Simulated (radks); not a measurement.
**Fe with its nuclear charge varied continuously**

Aim: the energy of 26 electrons in [Ar] 3d6 4s2 as the nuclear charge moves through non-integer values, and a test of dE/dZ = E(electron-nucleus)/Z.

Method: non-relativistic Kohn-Sham, TPSS, spin-polarised, spherical densities, point nucleus; open shells are filled with parallel spins first. Code: radks (a radial shooting solver on a logarithmic mesh, Libxc functionals) version 1.

### Step 1. What is computed

- element: iron (Z = 26)
- charge: 0
- electrons: 26
- configuration: [Ar] 3d6 4s2

Outer shells as boxes (Hund's rule):

Fe
```
[Ar] core
3d [↑↓][↑ ][↑ ][↑ ][↑ ]
4s [↑↓]
```

In the logs a row gives level, spin channel, occupation and eigenvalue; Etot, Ekin, Encl (electron-nucleus), Eh (Hartree) and Exc are energies, all in hartree; err is the last residual, it the number of iterations.

### Step 2. Z = 26

The run's settings:

```text
Z 26
configuration [Ar] 3d6 4s2
relativity non-relativistic
functional tpss,tpss
spin polarised
nucleus point
```

Output:

```text
1s      1   1.0000        -255.29703920
2s      1   1.0000         -29.74831278
2p      1   3.0000         -25.61616968
3s      1   1.0000          -3.47954549
3p      1   3.0000          -2.27109147
3d      1   5.0000          -0.33805741
4s      1   1.0000          -0.20382470
1s      2   1.0000        -255.29717503
2s      2   1.0000         -29.68351477
2p      2   3.0000         -25.56434388
3s      2   1.0000          -3.31679911
3p      2   3.0000          -2.10900251
3d      2   1.0000          -0.19312902
4s      2   1.0000          -0.17426159
Etot -1263.695119644101
Ekin 1262.7068644872502
Encl -3006.660950383074
Eh 535.7989264518502
Exc -55.5399602001271
err 1.8435050028870361e-06
it 12
```

Highest occupied level: 4s down at -4.742 eV.

Radial moments (bohr):

```csv
level,occupation,energy (eV),<r>,outermost maximum (interpolated),90 % within,nodes
3s up,1,-94.683,0.8184,0.707,1.23,2
3s down,1,-90.255,0.8211,0.707,1.23,2
3p up,3,-61.800,0.8600,0.715,1.33,1
3p down,3,-57.389,0.8654,0.715,1.34,1
3d up,5,-9.199,1.104,0.706,1.93,0
4s up,1,-5.546,2.949,2.40,4.50,3
3d down,1,-5.255,1.212,0.712,2.20,0
4s down,1,-4.742,3.148,2.55,4.81,3
```

The radial density on a logarithmic grid:

```csv
r (bohr),4πr²ρ (e/bohr)
0.00253,0.8420
0.00381,1.782
0.00577,3.698
0.00868,7.190
0.0131,12.96
0.0198,21.05
0.0298,28.65
0.0447,31.02
0.0673,26.63
0.102,24.79
0.153,32.54
0.231,31.99
0.350,16.59
0.526,14.20
0.791,15.95
1.19,7.661
1.80,2.291
2.71,1.056
4.08,0.3711
6.18,0.04557
```

### Step 3. Z = 25.8

Settings, as their differences from step 2:

```diff
@@ -1,2 +1,2 @@
-Z 26
+Z 25.8
 configuration [Ar] 3d6 4s2
```

Output:

```text
1s      1   1.0000        -251.02068623
2s      1   1.0000         -29.10047333
2p      1   3.0000         -25.01232820
3s      1   1.0000          -3.32776368
3p      1   3.0000          -2.13862773
3d      1   5.0000          -0.24555846
4s      1   1.0000          -0.14887044
1s      2   1.0000        -251.02084669
2s      2   1.0000         -29.03798502
2p      2   3.0000         -24.96235617
3s      2   1.0000          -3.16861689
3p      2   3.0000          -1.97998427
3d      2   1.0000          -0.10521077
4s      2   1.0000          -0.12020566
Etot -1240.684136716987
Ekin 1239.7026153532884
Encl -2953.2832914488326
Eh 527.7840231171222
Exc -54.88748373856494
err 2.3741755023522737e-06
it 11
```

E − E(step 2, Z = 26) = +626.161 eV. Highest occupied level: 3d down at -2.863 eV.

### Step 4. Z = 25.9

Settings, as their differences from step 3:

```diff
@@ -1,2 +1,2 @@
-Z 25.8
+Z 25.9
 configuration [Ar] 3d6 4s2
```

Output:

```text
1s      1   1.0000        -253.15333391
2s      1   1.0000         -29.42254120
2p      1   3.0000         -25.31241097
3s      1   1.0000          -3.40247188
3p      1   3.0000          -2.20370268
3d      1   5.0000          -0.29070628
4s      1   1.0000          -0.17575978
1s      2   1.0000        -253.15348221
2s      2   1.0000         -29.35890894
2p      2   3.0000         -25.26152048
3s      2   1.0000          -3.24153830
3p      2   3.0000          -2.04335163
3d      2   1.0000          -0.14806645
4s      2   1.0000          -0.14663559
Etot -1252.160317156005
Ekin 1251.1753674621534
Encl -2979.926618743805
Eh 531.8051234138684
Exc -55.21418928822166
err 2.027920047214346e-06
it 12
```

Energy against step 2 (Z = 26): +313.878 eV. The top filled level is 4s down, -3.990 eV.

### Step 5. Z = 26.1

Settings, as their differences from step 4:

```diff
@@ -1,2 +1,2 @@
-Z 25.9
+Z 26.1
 configuration [Ar] 3d6 4s2
```

Output:

```text
1s      1   1.0000        -257.45169319
2s      1   1.0000         -30.07767146
2p      1   3.0000         -25.92348891
3s      1   1.0000          -3.55885737
3p      1   3.0000          -2.34066912
3d      1   5.0000          -0.38750245
4s      1   1.0000          -0.23301295
1s      2   1.0000        -257.45181638
2s      2   1.0000         -30.01169177
2p      2   3.0000         -25.87071565
3s      2   1.0000          -3.39428641
3p      2   3.0000          -2.17682593
3d      2   1.0000          -0.24029419
4s      2   1.0000          -0.20302842
Etot -1275.2884484316069
Ekin 1274.2970097001785
Encl -3033.4888463712427
Eh 539.7682572922266
Exc -55.864869052769436
err 8.564398703334983e-07
it 12
```

E − E(step 2, Z = 26) = -315.471 eV. The top filled level is 4s down, -5.525 eV.

### Step 6. Z = 26.2

Settings, as their differences from step 5:

```diff
@@ -1,2 +1,2 @@
-Z 26.1
+Z 26.2
 configuration [Ar] 3d6 4s2
```

Output:

```text
1s      1   1.0000        -259.61720495
2s      1   1.0000         -30.41051999
2p      1   3.0000         -26.23427230
3s      1   1.0000          -3.64030196
3p      1   3.0000          -2.41233200
3d      1   5.0000          -0.43895076
4s      1   1.0000          -0.26328113
1s      2   1.0000        -259.61731539
2s      2   1.0000         -30.34334652
2p      2   3.0000         -26.18054258
3s      2   1.0000          -3.47390357
3p      2   3.0000          -2.24672714
3d      2   1.0000          -0.28947408
4s      2   1.0000          -0.23289042
Etot -1286.9402174085697
Ekin 1285.9456304922933
Encl -3060.4120993650404
Eh 543.7152200387707
Exc -56.18896857459319
err 2.331196819408038e-06
it 12
```

E − E(step 2, Z = 26) = -632.531 eV. Highest occupied level: 4s down at -6.337 eV.

### Step 7. Z = 26.3

Settings, as their differences from step 6:

```diff
@@ -1,2 +1,2 @@
-Z 26.2
+Z 26.3
 configuration [Ar] 3d6 4s2
```

Output:

```text
1s      1   1.0000        -261.79350586
2s      1   1.0000         -30.74678493
2p      1   3.0000         -26.54844714
3s      1   1.0000          -3.72379788
3p      1   3.0000          -2.48600041
3d      1   5.0000          -0.49233279
4s      1   1.0000          -0.29459505
1s      2   1.0000        -261.79360352
2s      2   1.0000         -30.67840830
2p      2   3.0000         -26.49375415
3s      2   1.0000          -3.55557539
3p      2   3.0000          -2.31863247
3d      2   1.0000          -0.34060048
4s      2   1.0000          -0.26381109
Etot -1298.650348313945
Ekin 1297.6527415622804
Encl -3087.4326029815056
Eh 547.6418333775423
Exc -56.512320272261945
err 4.445377652712377e-07
it 12
```

Energy against step 2 (Z = 26): -951.180 eV. The top filled level is 4s down, -7.179 eV.

### Step 8. Z = 26.4

Settings, as their differences from step 7:

```diff
@@ -1,2 +1,2 @@
-Z 26.3
+Z 26.4
 configuration [Ar] 3d6 4s2
```

Output:

```text
1s      1   1.0000        -263.98053039
2s      1   1.0000         -31.08639617
2p      1   3.0000         -26.86594400
3s      1   1.0000          -3.80926900
3p      1   3.0000          -2.56159995
3d      1   5.0000          -0.54758345
4s      1   1.0000          -0.32692338
1s      2   1.0000        -263.98061528
2s      2   1.0000         -31.01680904
2p      2   3.0000         -26.81028257
3s      2   1.0000          -3.63922993
3p      2   3.0000          -2.39247168
3d      2   1.0000          -0.39360915
4s      2   1.0000          -0.29575739
Etot -1310.4187694980974
Ekin 1309.418194134611
Encl -3114.551565243869
Eh 551.5495657300369
Exc -56.83496411887643
err 1.2150394665217185e-06
it 12
```

Energy against step 2 (Z = 26): -1271.4 eV. 4s down is the highest filled level (-8.048 eV).

### Step 9. Z = 26.5

Settings, as their differences from step 8:

```diff
@@ -1,2 +1,2 @@
-Z 26.4
+Z 26.5
 configuration [Ar] 3d6 4s2
```

Output:

```text
1s      1   1.0000        -266.17822592
2s      1   1.0000         -31.42929653
2p      1   3.0000         -27.18670622
3s      1   1.0000          -3.89665344
3p      1   3.0000          -2.63907019
3d      1   5.0000          -0.60464976
4s      1   1.0000          -0.36023973
1s      2   1.0000        -266.17829816
2s      2   1.0000         -31.35849261
2p      2   3.0000         -27.13007213
3s      2   1.0000          -3.72480755
3p      2   3.0000          -2.46818655
3d      2   1.0000          -0.44844687
4s      2   1.0000          -0.32870164
Etot -1322.2454150063184
Ekin 1321.2419707885083
Encl -3141.770323606784
Eh 555.4398850159735
Exc -57.15694720401588
err 1.1701751312429315e-06
it 10
```

E − E(step 2, Z = 26) = -1593.2 eV. 4s down is the highest filled level (-8.944 eV).

### Step 10. Z = 26.6

Settings, as their differences from step 9:

```diff
@@ -1,2 +1,2 @@
-Z 26.5
+Z 26.6
 configuration [Ar] 3d6 4s2
```

Output:

```text
1s      1   1.0000        -268.38654626
2s      1   1.0000         -31.77543764
2p      1   3.0000         -27.51068613
3s      1   1.0000          -3.98589564
3p      1   3.0000          -2.71835735
3d      1   5.0000          -0.66348527
4s      1   1.0000          -0.39452262
1s      2   1.0000        -268.38660589
2s      2   1.0000         -31.70341289
2p      2   3.0000         -27.45307686
3s      2   1.0000          -3.81225672
3p      2   3.0000          -2.54572715
3d      2   1.0000          -0.50506846
4s      2   1.0000          -0.36262001
Etot -1334.130223866515
Ekin 1333.12396951978
Encl -3169.0898364752293
Eh 559.313947405007
Exc -57.4783043160729
err 2.569689098231716e-06
it 12
```

E − E(step 2, Z = 26) = -1916.6 eV. The top filled level is 4s down, -9.867 eV.

### Step 11. Z = 26.7

Settings, as their differences from step 10:

```diff
@@ -1,2 +1,2 @@
-Z 26.6
+Z 26.7
 configuration [Ar] 3d6 4s2
```

Output:

```text
1s      1   1.0000        -270.60544496
2s      1   1.0000         -32.12476794
2p      1   3.0000         -27.83783252
3s      1   1.0000          -4.07694304
3p      1   3.0000          -2.79941013
3d      1   5.0000          -0.72404427
4s      1   1.0000          -0.42974879
1s      2   1.0000        -270.60549213
2s      2   1.0000         -32.05151805
2p      2   3.0000         -27.77924542
3s      2   1.0000          -3.90152418
3p      2   3.0000          -2.62504164
3d      2   1.0000          -0.56342675
4s      2   1.0000          -0.39748919
Etot -1346.0731395148277
Ekin 1345.0641163666023
Encl -3196.5110149643297
Eh 563.1728291860168
Exc -57.79907010311713
err 1.9825477280915346e-06
it 13
```

Energy against step 2 (Z = 26): -2241.6 eV. The top filled level is 4s down, -10.816 eV.

### Step 12. Z = 26.8

Settings, as their differences from step 11:

```diff
@@ -1,2 +1,2 @@
-Z 26.7
+Z 26.8
 configuration [Ar] 3d6 4s2
```

Output:

```text
1s      1   1.0000        -272.83488613
2s      1   1.0000         -32.47724884
2p      1   3.0000         -28.16810731
3s      1   1.0000          -4.16975234
3p      1   3.0000          -2.88218668
3d      1   5.0000          -0.78629021
4s      1   1.0000          -0.46590061
1s      2   1.0000        -272.83492100
2s      2   1.0000         -32.40277055
2p      2   3.0000         -28.10854060
3s      2   1.0000          -3.99256828
3p      2   3.0000          -2.70608977
3d      2   1.0000          -0.62348535
4s      2   1.0000          -0.43329016
Etot -1358.074109321324
Ekin 1357.062377507346
Encl -3224.0347438624444
Eh 567.0175357401905
Exc -58.119278706415756
err 1.6425138230583921e-06
it 13
```

E − E(step 2, Z = 26) = -2568.2 eV. Highest occupied level: 4s down at -11.790 eV.

### Step 13. Z = 26.9

Settings, as their differences from step 12:

```diff
@@ -1,2 +1,2 @@
-Z 26.8
+Z 26.9
 configuration [Ar] 3d6 4s2
```

Output:

```text
1s      1   1.0000        -275.07483593
2s      1   1.0000         -32.83284342
2p      1   3.0000         -28.50147403
3s      1   1.0000          -4.26428342
3p      1   3.0000          -2.96664823
3d      1   5.0000          -0.85018893
4s      1   1.0000          -0.50296128
1s      2   1.0000        -275.07485865
2s      2   1.0000         -32.75713398
2p      2   3.0000         -28.44092634
3s      2   1.0000          -4.08534948
3p      2   3.0000          -2.78883336
3d      2   1.0000          -0.68520971
4s      2   1.0000          -0.47000524
Etot -1370.1330841895426
Ekin 1369.1187116006668
Encl -3251.6617976347097
Eh 570.8489627732331
Exc -58.4389609287328
err 2.600452092034193e-06
it 12
```

Energy against step 2 (Z = 26): -2896.3 eV. 4s down is the highest filled level (-12.789 eV).

### Step 14. Z = 27

Settings, as their differences from step 13:

```diff
@@ -1,2 +1,2 @@
-Z 26.9
+Z 27
 configuration [Ar] 3d6 4s2
```

Output:

```text
1s      1   1.0000        -277.32526178
2s      1   1.0000         -33.19151610
2p      1   3.0000         -28.83789752
3s      1   1.0000          -4.36049834
3p      1   3.0000          -3.05275814
3d      1   5.0000          -0.91570800
4s      1   1.0000          -0.54091510
1s      2   1.0000        -277.32527254
2s      2   1.0000         -33.11457320
2p      2   3.0000         -28.77636784
3s      2   1.0000          -4.17983017
3p      2   3.0000          -2.87323616
3d      2   1.0000          -0.74856703
4s      2   1.0000          -0.50761802
Etot -1382.2500182142762
Ekin 1381.2330398581512
Encl -3279.3927855511333
Eh 574.6678696167702
Exc -58.75814213806426
err 1.930010871485795e-06
it 12
```

E − E(step 2, Z = 26) = -3226.0 eV. Highest occupied level: 4s down at -13.813 eV.

### Step 15. Summary of results

```
   Z  E (hartree)  E(electron-nucleus)/Z (hartree)  highest level  its energy (eV)  <r> (bohr)
25.8  -1240.68414                         -114.468        3d down           -2.863       1.283
25.9  -1252.16032                         -115.055        4s down           -3.990       3.231
  26  -1263.69512                         -115.641        4s down           -4.742       3.148
26.1  -1275.28845                         -116.226        4s down           -5.525       3.072
26.2  -1286.94022                         -116.810        4s down           -6.337       3.001
26.3  -1298.65035                         -117.393        4s down           -7.179       2.935
26.4  -1310.41877                         -117.975        4s down           -8.048       2.873
26.5  -1322.24542                         -118.557        4s down           -8.944       2.815
26.6  -1334.13022                         -119.139        4s down           -9.867       2.761
26.7  -1346.07314                         -119.720        4s down          -10.816       2.709
26.8  -1358.07411                         -120.300        4s down          -11.790       2.661
26.9  -1370.13308                         -120.880        4s down          -12.789       2.614
  27  -1382.25002                         -121.459        4s down          -13.813       2.570
```

**Reading.** At Z = 26 the central difference of E is -115.641 hartree, against -115.641 from the Hellmann-Feynman theorem. The top level goes from -2.863 eV at Z = 25.8 to -13.813 eV at Z = 27. Between Z = 25.8 and 25.9 the top level changes from 3d down to 4s down, so the curve of the top level has a kink there, while E(Z) stays smooth.
